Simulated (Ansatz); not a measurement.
**KTaO3: properties at the relaxed cell**

One table from this session's results is given with a row withheld; the runs are named, their logs left out.

Computed with Ansatz 0.2.0 (DFT PBE, scalar-relativistic, plane waves, PAW, unless a step's input says otherwise).

1 further run of the same task is left out (set aside as unsound or not needed).

## The structure to begin with

Symmetry: Pm-3m, No. 221, cubic system. Conventional cell: a = 4.024 Å, b = 4.024 Å, c = 4.024 Å, α = 90.00°, β = 90.00°, γ = 90.00°. K (site symmetry m-3m) has 12 O at 2.85 Å as nearest neighbours. Ta (site symmetry m-3m) has 6 O at 2.01 Å as nearest neighbours. O (site symmetry 4/mmm) is surrounded by 2 Ta at 2.01 Å and 4 K at 2.85 Å.

Structure file:

```
CELL_PARAMETERS angstrom
4.02438 0.00000 0.00000
0.00000 4.02438 0.00000
0.00000 0.00000 4.02438
ATOMIC_POSITIONS crystal
K 0.50000 0.50000 0.50000
Ta 0.00000 0.00000 0.00000
O 0.50000 0.00000 0.00000
O 0.00000 0.50000 0.00000
O 0.00000 0.00000 0.50000
```

This cell was relaxed beforehand with the same method: volume 13.04 Å³/atom, gap on the mesh 2.16 eV.

The first run:

input.yaml reads:

```yaml
crystal:
  lattice:
    - [4.0243806573, 0.0, 0.0]
    - [0.0, 4.0243806573, 0.0]
    - [0.0, 0.0, 4.0243806573]
  atoms:
    - { symbol: K, position: [0.5, 0.5, 0.5] }
    - { symbol: Ta, position: [0.0, 0.0, 0.0] }
    - { symbol: O, position: [0.5, 0.0, 0.0] }
    - { symbol: O, position: [0.0, 0.5, 0.0] }
    - { symbol: O, position: [0.0, 0.0, 0.5] }
basis:
  ecutwfc: 420
kpoints:
  mp_grid: { grid: [8, 8, 8] }
  band_path:
    path:
      - [[0.0, 0.0, 0.0], [0.0, 0.5, 0.0], [0.5, 0.5, 0.0], [0.0, 0.0, 0.0], [0.5, 0.5, 0.5], [0.0, 0.5, 0.0]]
      - [[0.5, 0.5, 0.5], [0.5, 0.5, 0.0]]
    npoints: 14
hamiltonian:
  xc: pbe
scf:
  occupations: { method: gaussian, width: 0.02 }
  n_extra_bands: 12
output:
  forces: true
  stress: true
  eigenvalues: true
  populations: true
  dos: { projected: true, de: 0.02, nscf_kmesh: { grid: [12, 12, 12] } }
  bader: true
  write_density: true
  write_potential: true
  elf: true
  volumetric_format: npy
```

Run with:

```console
$ ansatz run input.yaml --threads 2 --pin off --max-ram 5120MiB --backend cpu --events-out ev --progress --plain --runs-dir out
```

Among the steps run: Bands, states and charges; Band edges anywhere in the zone; Eigenvalues a small step from each edge; Volume × 0.97; Volume × 1.03; The cell scaled to 0.94 of its volume; Point at V/V0 = 1.06.

One of the session's tables, all rows but one given; the rest of the session is left out.

It belongs to the step «Energy against volume». 

```
volume (Å³/atom)  energy above the lowest point (meV/atom)  pressure (GPa)  gap on the mesh (eV)
          12.253                                      30.9           13.38                  2.30
          12.644                                       7.3            6.14                  2.23
          13.035                                       0.0            0.00                  2.16
          13.427                                         ?               ?                     ?
          13.818                                      24.8           -9.62                  2.02
```

**Question.** Estimate the row for volume (Å³/atom) = 13.427.

Worked estimate for «energy above the lowest point (meV/atom)». A straight line through the neighbours (13.035, 0.0) and (13.818, 24.8) gives 0.0 + (24.8 − 0.0) × (13.427 − 13.035) / (13.818 − 13.035) = 12.4; a parabola fitted to 3 rows on both sides gives 5.8.

The run gave: energy above the lowest point (meV/atom): 6.6; pressure (GPa): -5.21; gap on the mesh (eV): 2.09. In «energy above the lowest point (meV/atom)» the line misses by +5.8 and the parabola by -0.8.
